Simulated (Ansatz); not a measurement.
# C2H6In radical: one species, many methods

Aim: compute C2H6In radical with functionals from several rungs and with coupled cluster. The yardstick is the atomisation energy at the CCSD(T) limit.

Computed with Ansatz 0.2.0, Gaussian basis. Level: functionals in def2-TZVPP, the program's frozen cores in correlated methods.

Levels to be run: LDA (SPW92), PBE-D4, revPBE-D4, BLYP-D4, r2SCAN-D4, B97M-V, PBE0-D4, B3LYP-D4, r2SCANh-D4, r2SCAN0-D4, HSE06-D4, BHLYP-D4, CAM-B3LYP-D4, LC-ωPBE, ωB97X-V, ωB97M-V, B2PLYP, PBE-QIDH; CCSD(T)/def2-SVP; CCSD(T)/def2-TZVPP; MP2/def2-QZVPP; extrapolation to the limit; RPA on PBE.

**1. The relaxed structure**

An earlier PBE0-D4 in a triple-zeta def2 set relaxation fixed the geometry. In takes the def2 core potential; no spin-orbit term is included.

SMILES `[CH2][InH][CH3]`, 9 atoms, charge 0, spin multiplicity 2.

Atoms are counted from 1 here; the program's logs count them from 0.

Bond lengths: C1–In2 2.125 Å, C1–H4 1.088 Å, C1–H5 1.088 Å, In2–C3 2.153 Å, In2–H6 1.728 Å, C3–H7 1.091 Å, C3–H8 1.093 Å, C3–H9 1.090 Å. Angles: In2–C1–H4 123.6°, In2–C1–H5 123.3°, H4–C1–H5 113.1°, C1–In2–C3 118.3°, C1–In2–H6 118.3°, C3–In2–H6 123.4°, In2–C3–H7 110.6°, In2–C3–H8 109.3°, In2–C3–H9 111.6°, H7–C3–H8 107.7°, H7–C3–H9 109.3°, H8–C3–H9 108.2°.

**2. LDA**

This LDA is Slater exchange with PW92 correlation.

in.yaml reads:

```yaml
crystal:
  periodic: [false, false, false]
  atoms:
    - {symbol: C, position_ang: [-0.410127, 0.262184, -1.984582]}
    - {symbol: In, position_ang: [0.772620, 0.211338, -0.219537]}
    - {symbol: C, position_ang: [-0.179138, -0.334483, 1.632743]}
    - {symbol: H, position_ang: [-0.014868, 0.514139, -2.966207]}
    - {symbol: H, position_ang: [-1.474881, 0.038080, -1.997763]}
    - {symbol: H, position_ang: [2.452411, 0.596123, -0.347883]}
    - {symbol: H, position_ang: [-1.181989, 0.091887, 1.688924]}
    - {symbol: H, position_ang: [-0.276378, -1.421911, 1.682903]}
    - {symbol: H, position_ang: [0.400848, -0.003658, 2.494399]}
basis:
  gaussian: {orbitals: def2-TZVPP}
magnetization: {spin_polarized: true, initial_magnetization: 1}
hamiltonian: {xc: lda}
output: {orbitals: {seedname: orbitals}}
```

Run with:

```sh
$ ansatz run in.yaml --threads 4 --pin off --events-out ev --progress --plain --max-ram 10444MiB
```

The runs that follow: PBE-D4 (GGA); revPBE-D4 (GGA); BLYP-D4 (GGA); r2SCAN-D4 (meta-GGA); B97M-V (meta-GGA); B3LYP-D4 (hybrid); r2SCANh-D4 (hybrid); r2SCAN0-D4 (hybrid); HSE06-D4 (hybrid); BHLYP-D4 (hybrid); CAM-B3LYP-D4 (range-separated); LC-ωPBE (range-separated); ωB97X-V (range-separated); ωB97M-V (range-separated); B2PLYP (double hybrid); PBE-QIDH (double hybrid); CCSD(T) in def2-SVP; CCSD(T) in def2-TZVPP; MP2 in def2-QZVPP; RPA on PBE orbitals.

Before running them: what should the planned runs give, taken together? Wanted: atomisation energy, CCSD(T)/CBS; farthest beyond LDA; mean size of error, GGA; mean size of error, meta-GGA; mean size of error, hybrid; mean size of error, range-separated; mean size of error, double hybrid; gap, smallest and largest; T1 diagnostic.

As calculated:

```
                               quantity                                                                                                                              value
        atomisation energy, CCSD(T)/CBS                                                                                                                      2804.0 kJ/mol
 functionals within 28.0 kJ/mol (1.0 %)  PBE-D4, r2SCAN-D4, B97M-V, PBE0-D4, B3LYP-D4, r2SCANh-D4, r2SCAN0-D4, HSE06-D4, CAM-B3LYP-D4, LC-ωPBE, ωB97X-V, ωB97M-V, PBE-QIDH
                    farthest beyond LDA                                                                                                            BHLYP-D4 (-58.0 kJ/mol)
                mean size of error, GGA                                                                                                                        33.5 kJ/mol
           mean size of error, meta-GGA                                                                                                                         8.6 kJ/mol
             mean size of error, hybrid                                                                                                                        14.4 kJ/mol
    mean size of error, range-separated                                                                                                                         5.4 kJ/mol
      mean size of error, double hybrid                                                                                                                        28.2 kJ/mol
              gap, smallest and largest                                                                                           1.41 eV (LDA (SPW92)), 9.40 eV (LC-ωPBE)
                          T1 diagnostic                                                                                                                             0.0130
triples share of the correlation energy                                                                                                                              3.2 %
```

The LDA atomisation energy is off by 342.8 kJ/mol (12 %): it overbinds. PBE-D4 is off by +16.0 kJ/mol. Double hybrids carry the basis error of their MP2 part in triple zeta, and no dispersion term here, so their miss is partly the set-up's. The rungs range-separated, meta-GGA, hybrid miss on average by less than the doubt on the reference (28.0 kJ/mol), so they tie. The reference freezes the cores and leaves out spin-orbit coupling and excitations past (T), and its outer-core shells are covered unevenly, so misses under about 28.0 kJ/mol can't be ranked. All levels share the lack of spin-orbit coupling, which lowers the free heavy atoms and so the true binding. Hartree-Fock recovers 75 % of the binding; the rest is correlation. CCSD(T) in def2-SVP is off by -144.7 kJ/mol, worse than the median functional, from the basis alone. Orbital gaps span 1.4 to 9.4 eV; exact exchange widens them. Correlated methods include outer-core shells of In, which these sets cover unevenly.
